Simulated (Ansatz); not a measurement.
InSb3:

```
CELL_PARAMETERS angstrom
4.80637 0.00000 0.00000
0.00000 4.80637 0.00000
0.00000 0.00000 4.80637
ATOMIC_POSITIONS crystal
Sb 0.50000 0.50000 0.00000
Sb 0.00000 0.50000 0.50000
Sb 0.50000 0.00000 0.50000
In 0.00000 0.00000 0.00000
```

The cell comes from a database or a generator and needn't be the stable form of this composition.

Base run:

* Program: Ansatz 0.2.0
* Functional: PBEsol
* Potentials or basis: all-electron LAPW, scalar-relativistic
* Cutoff: 142 eV
* Density cutoff: 569 eV
* Basis error allowed: 0.002 eV/atom
* k mesh: 6 × 6 × 6
* Occupations: fermi-dirac, width 0.05 eV
* Spin: no spin polarisation

Its results: pressure -2.7 GPa.

Problem. The run is repeated on the same cell with these changes: functional from PBEsol to LDA. What comes out?

Solution. Pressure -3.8 GPa.

LDA binds more tightly than PBEsol, so the same cell stands under less pressure.

Not every run made on this cell is shown here.
